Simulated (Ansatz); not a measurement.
# Si2H3F3 (SMILES F[Si](F)(F)[SiH3]) at SVWN5/cc-pVDZ

Aim: the electronic atomisation energy of Si2H3F3 at SVWN5/cc-pVDZ, from 4 runs. 

Program for the calculation: Ansatz 0.2.0.

48 further runs of the same task are left out: 4 that didn't finish, 44 set aside as unsound or not needed.

### 1 Starting point

Si2H3F3 has 8 atoms, charge 0, and is taken as a singlet. SMILES: `F[Si](F)(F)[SiH3]`. The shape is that of a PBE0-D4/def2-TZVP optimisation.

Bond lengths: F1–Si2 1.582 Å, Si2–F3 1.582 Å, Si2–F4 1.582 Å, Si2–Si5 2.328 Å, Si5–H6 1.484 Å, Si5–H7 1.484 Å, Si5–H8 1.484 Å. Some angles: F1–Si2–F3 107.0°, F1–Si2–F4 107.0°, F1–Si2–Si5 111.9°, F3–Si2–F4 107.0°, F3–Si2–Si5 111.9°, F4–Si2–Si5 111.9°, Si2–Si5–H6 108.7°, Si2–Si5–H7 108.7°, Si2–Si5–H8 108.7°, H6–Si5–H7 110.2°.

### 2 A single-point energy at SVWN5/cc-pVDZ

Input file run.yaml:

```yaml
crystal:
  periodic: [false, false, false]
  atoms:
    - {symbol: F, position_ang: [1.310500, -1.060500, 1.504800]}
    - {symbol: Si, position_ang: [0.534400, -0.990500, 0.128500]}
    - {symbol: F, position_ang: [-0.479300, -2.204500, 0.107900]}
    - {symbol: F, position_ang: [1.595600, -1.255900, -1.013900]}
    - {symbol: Si, position_ang: [-0.550700, 1.050400, -0.152600]}
    - {symbol: H, position_ang: [-1.525600, 1.227900, 0.951900]}
    - {symbol: H, position_ang: [0.460600, 2.135800, -0.122800]}
    - {symbol: H, position_ang: [-1.253300, 1.040400, -1.459500]}
basis:
  gaussian: {orbitals: cc-pVDZ}
magnetization: {spin_polarized: false, initial_magnetization: 0}
hamiltonian: {xc: {name: SVWN5}}
accuracy: high
output: {orbitals: {seedname: orbitals}}
```

Command:

```
$ ansatz run run.yaml --threads 1 --pin off --max-ram 3480MiB --events-out events.jsonl --progress --plain --runs-dir runs
```

The program printed:

```text
Warning: RAYON_NUM_THREADS=1 ignored (pool sized by the plan → 1); use --threads N
Functional definition: SVWN5
  name "SVWN5"
  exchange = slater_x
  correlation = vwn5_c
2061 factors; integrals over basis functions are off by at most 4.6e-9 eV
mean field evaluation 1: about -23840.4539 eV, gradient 4.7e1 eV
mean field evaluation 2: about -23832.0137 eV, gradient 9.0e1 eV
mean field evaluation 4: about -23843.9682 eV, gradient 1.7e0 eV
mean field evaluation 8: about -23843.9748 eV, gradient 5.3e-2 eV
mean field evaluation 16: about -23843.9748 eV, gradient 2.9e-6 eV
mean field -23843.97483877 eV, -876.2499132982 hartree, gradient 7.6e-8 eV, S^2 0.000000; 0 other end points of the search recorded, 0 dependent functions left out
reference -23843.97484232 eV, -876.2499134286 hartree; 29, 29 occupied and 64, 64 virtual orbitals, 2061 factors
Total energy: -23843.97484232 eV, -876.2499134286 hartree
```

Wall time 4.5 s (1 thread of Arm Neoverse V2, shared host); peak memory 0.24 GiB.

### 3 The F atom at the same level

Input file run.yaml:

```yaml
crystal:
  periodic: [false, false, false]
  atoms:
    - {symbol: F, position_ang: [0.000000, 0.000000, 0.000000]}
basis:
  gaussian:
    orbitals: cc-pVDZ
magnetization:
  spin_polarized: true
  initial_magnetization: 1
hamiltonian:
  xc: {name: SVWN5}
accuracy: high
```

Run the same way, it converges to -99.06020 Eh (log not shown).

### 4 The H atom at the same level

Input file job.yaml:

```yaml
crystal:
  periodic: [false, false, false]
  atoms:
    - {symbol: H, position_ang: [0.000000, 0.000000, 0.000000]}
basis:
  gaussian: {orbitals: cc-pVDZ}
hamiltonian: {xc: {name: SVWN5}}
accuracy: high
magnetization: {spin_polarized: true, initial_magnetization: 1}
```

Run the same way, it converges to -0.47747 Eh (log not shown).

### 5 The Si atom, same level

Input file input.yaml:

```yaml
crystal:
  periodic: [false, false, false]
  atoms:
    - {symbol: Si, position_ang: [0.000000, 0.000000, 0.000000]}
basis:
  gaussian: {orbitals: cc-pVDZ}
accuracy: high
hamiltonian: {xc: {name: SVWN5}}
magnetization: {spin_polarized: true, initial_magnetization: 2}
```

Run the same way, it converges to -288.20126 Eh (log not shown).

### 6 Summary of results

At SVWN5/cc-pVDZ:

```
                     quantity          value
       molecule: total energy  -876.24991 Eh
        molecule: HOMO energy       -8.01 eV
        molecule: LUMO energy       -1.02 eV
      molecule: HOMO–LUMO gap        7.00 eV
         F atom: total energy   -99.06020 Eh
                 F atom: ⟨S²⟩          0.751
         H atom: total energy    -0.47747 Eh
                 H atom: ⟨S²⟩          0.750
        Si atom: total energy  -288.20126 Eh
                Si atom: ⟨S²⟩          2.001
electronic atomisation energy      33.590 eV
```

In words: Taking the molecule apart into free atoms costs 33.59 eV (775 kcal/mol), before zero-point energy and without spin-orbit coupling.
